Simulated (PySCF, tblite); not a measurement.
# C₆H₁₀GeS: geometry, infrared bands and NMR shifts

What infrared bands and NMR shifts should C₆H₁₀GeS (`C#C[C@H]1CCC[S][GeH2]1`) show?

Computed with tblite 0.8.0 and PySCF 2.14.0, with density-fitted response routines of our own, on a single molecule in the gas phase. Atoms count from 0, in the outputs and in this text.

**1. The molecule as given**

18 atoms, charge 0, multiplicity 1; geometry from: force field or distance geometry start.

Bonds of the start (Å): C0–C1 1.22, C1–C2 1.45, C2–C3 1.53, C3–C4 1.54, C4–C5 1.53, C5–S6 1.83, S6–Ge7 2.22, Ge7–C2 1.95, C0–H8 1.06, C2–H9 1.11, C3–H10 1.12, C3–H11 1.12, C4–H12 1.11, C4–H13 1.12, C5–H14 1.11, C5–H15 1.13, Ge7–H16 1.55, Ge7–H17 1.55.

**2. Optimising the geometry with GFN2-xTB**

Job settings and geometry (Å):

```
{"job": {"kind": "relax", "xc": "GFN2-xTB", "basis": "xTB"}, "charge": 0, "multiplicity": 1}
C      3.421600    -0.492300    -0.343600
C      2.239600    -0.220700    -0.488800
C      0.831600     0.092200    -0.642700
C     -0.052100    -1.060400    -0.166800
C     -1.559300    -0.801500    -0.324000
C     -2.117700     0.208900     0.685100
S     -1.783100     1.944600     0.203900
Ge     0.421500     1.715300     0.359700
H      4.443500    -0.724600    -0.221600
H      0.621200     0.284900    -1.718000
H      0.167800    -1.300100     0.906000
H      0.201600    -1.976800    -0.749600
H     -2.096800    -1.762100    -0.170800
H     -1.773600    -0.463900    -1.370800
H     -3.218600     0.097000     0.740900
H     -1.714500     0.012200     1.717300
H      1.136200     2.935500    -0.266600
H      0.822100     1.518000     1.838900
```

The run is started by

```
> OMP_NUM_THREADS=1 python probes_run.py task.json out
```

One launch serves the whole session: the jobs run in the order shown.

**Question.** This job is followed by: GFN2-xTB harmonic vibrations, gas phase; GIAO PBE0/pcSseg-1 NMR shielding, non-relativistic, gas phase. Predict these results of the whole session: strongest single infrared mode (GFN2-xTB); zero-point energy (GFN2-xTB); 13C shifts against TMS (PBE0/pcSseg-1); 1H shifts against TMS (PBE0/pcSseg-1); 33S shifts against CS2 (PBE0/pcSseg-1); 73Ge shifts against GeMe4 (PBE0/pcSseg-1).

As calculated:

| quantity | value |
| --- | --- |
| strongest single infrared mode (GFN2-xTB) | 1958 cm⁻¹, 455 km/mol |
| zero-point energy (GFN2-xTB) | 84.5 kcal/mol |
| 13C shifts against TMS (PBE0/pcSseg-1) | 89.8, 75.7, 39.1, 34.6, 33.6, 20.8 ppm |
| 1H shifts against TMS (PBE0/pcSseg-1) | 4.98, 4.73, 2.74, 2.54, 2.49, 2.18, 2.09, 1.76, 1.54, 1.53 ppm |
| 33S shifts against CS2 (PBE0/pcSseg-1) | -126 ppm |
| 73Ge shifts against GeMe4 (PBE0/pcSseg-1) | -89 ppm |

**Reading.** Over 43 steps the energy fell by 0.161 eV; of the close pairs, C2–Ge7 changed most, 1.951 to 2.010 Å. All 48 modes are real, so the xTB geometry is a minimum. The strongest single mode, at 1958 cm⁻¹, moves mainly H16. Unscaled tight-binding wavenumbers are off by several per cent, some by more. Its intensities can rank the bands wrongly. At PBE0/pcSseg-1: Shielding is most anisotropic at S6 (span 364 ppm, paramagnetic term -426 ppm). Spin-orbit coupling is left out, which matters for shieldings and couplings at and beside the heavy atoms.
